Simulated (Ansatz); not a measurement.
# C2H8GaNSi: one species, many methods

An exercise on one series of results from a longer session: the logs are not shown, and one member is left open.

Method: functionals in def2-TZVPP, the program's frozen cores in correlated methods; program: Ansatz 0.2.0, Gaussian basis.

Plan: PBE-D4, r2SCAN-D4, PBE0-D4, B3LYP-D4, ωB97X-V, ωB97M-V, B2PLYP; CCSD(T)/def2-TZVPP; MP2/def2-QZVPP; extrapolation to the limit.

## Structure used throughout

All runs share one geometry, relaxed beforehand with PBE0-D4 in a triple-zeta def2 set.

SMILES `[NH2][Ga]1[CH2]C[SiH2]1`, 13 atoms, charge 0, spin multiplicity 1.

Atoms are counted from 1 here; the program's logs count them from 0.

Bond lengths: N1–Ga2 1.810 Å, N1–H6 1.006 Å, N1–H7 1.006 Å, Ga2–C3 2.010 Å, Ga2–Si5 2.396 Å, C3–C4 1.549 Å, C3–H8 1.092 Å, C3–H9 1.095 Å, C4–Si5 1.915 Å, C4–H10 1.094 Å, C4–H11 1.095 Å, Si5–H12 1.494 Å, Si5–H13 1.493 Å. Angles: Ga2–N1–H6 123.8°, Ga2–N1–H7 124.1°, H6–N1–H7 112.0°, N1–Ga2–C3 134.7°, N1–Ga2–Si5 148.4°, C3–Ga2–Si5 76.5°, Ga2–C3–C4 96.7°, Ga2–C3–H8 120.0°, Ga2–C3–H9 107.8°, C4–C3–H8 114.1°, C4–C3–H9 110.7°, H8–C3–H9 107.2°, C3–C4–Si5 104.2°, C3–C4–H10 113.6°, C3–C4–H11 110.0°, Si5–C4–H10 114.9°, Si5–C4–H11 107.1°, H10–C4–H11 106.9° and more.

Set-up of the first run:

in.yaml reads:

```yaml
crystal:
  periodic: [false, false, false]
  atoms:
    - {symbol: N, position_ang: [-1.760149, 2.182832, -0.534518]}
    - {symbol: Ga, position_ang: [-0.599406, 0.880922, -0.051784]}
    - {symbol: C, position_ang: [-0.679722, -1.125937, 0.034294]}
    - {symbol: C, position_ang: [0.843725, -1.373100, -0.100202]}
    - {symbol: Si, position_ang: [1.640676, 0.253946, 0.520685]}
    - {symbol: H, position_ang: [-1.528554, 3.161325, -0.552317]}
    - {symbol: H, position_ang: [-2.719277, 2.017412, -0.789699]}
    - {symbol: H, position_ang: [-1.286083, -1.680069, -0.685072]}
    - {symbol: H, position_ang: [-1.029449, -1.403887, 1.034218]}
    - {symbol: H, position_ang: [1.187043, -2.277627, 0.410340]}
    - {symbol: H, position_ang: [1.113430, -1.482259, -1.156217]}
    - {symbol: H, position_ang: [1.886736, 0.208250, 1.993850]}
    - {symbol: H, position_ang: [2.931010, 0.638201, -0.123577]}
basis:
  gaussian: {orbitals: def2-TZVPP}
hamiltonian: {xc: pbe, dispersion: d4}
output: {forces: true, orbitals: {seedname: orbitals}}
```

Started as:

```bash
> ansatz run in.yaml --threads 2 --pin off --events-out ev --progress --plain --max-ram 22528MiB --backend cuda --devices 0, --max-vram 18GiB
```

Steps of the session up to this table: PBE-D4 (GGA); r2SCAN-D4 (meta-GGA); PBE0-D4 (hybrid); B3LYP-D4 (hybrid); ωB97X-V (range-separated); ωB97M-V (range-separated); B2PLYP (double hybrid); CCSD(T) in def2-TZVPP; MP2 in def2-QZVPP.

One of the session's tables, all rows but one given; the rest of the session is left out.

```
            method  atomisation energy (kJ/mol)
            PBE-D4                       4514.0
         r2SCAN-D4                       4455.5
           PBE0-D4                       4457.0
          B3LYP-D4                            ?
           ωB97X-V                       4473.8
           ωB97M-V                       4454.2
            B2PLYP                       4392.0
     HF/def2-TZVPP                       3196.9
    MP2/def2-TZVPP                       4389.7
   CCSD/def2-TZVPP                       4283.1
CCSD(T)/def2-TZVPP                       4348.4
           MP2/CBS                       4501.4
       CCSD(T)/CBS                       4460.2
```

Estimate the missing values for B3LYP-D4.

As computed: atomisation energy (kJ/mol): 4437.1. In the column «atomisation energy (kJ/mol)» it lies between B2PLYP (4392.0) and ωB97M-V (4454.2).

To keep in mind: Free atoms (1 N, 1 Ga, 2 C, 1 Si, 8 H) were run apart at each level; the atomisation energy is their sum less the molecule, without zero-point or spin-orbit terms.
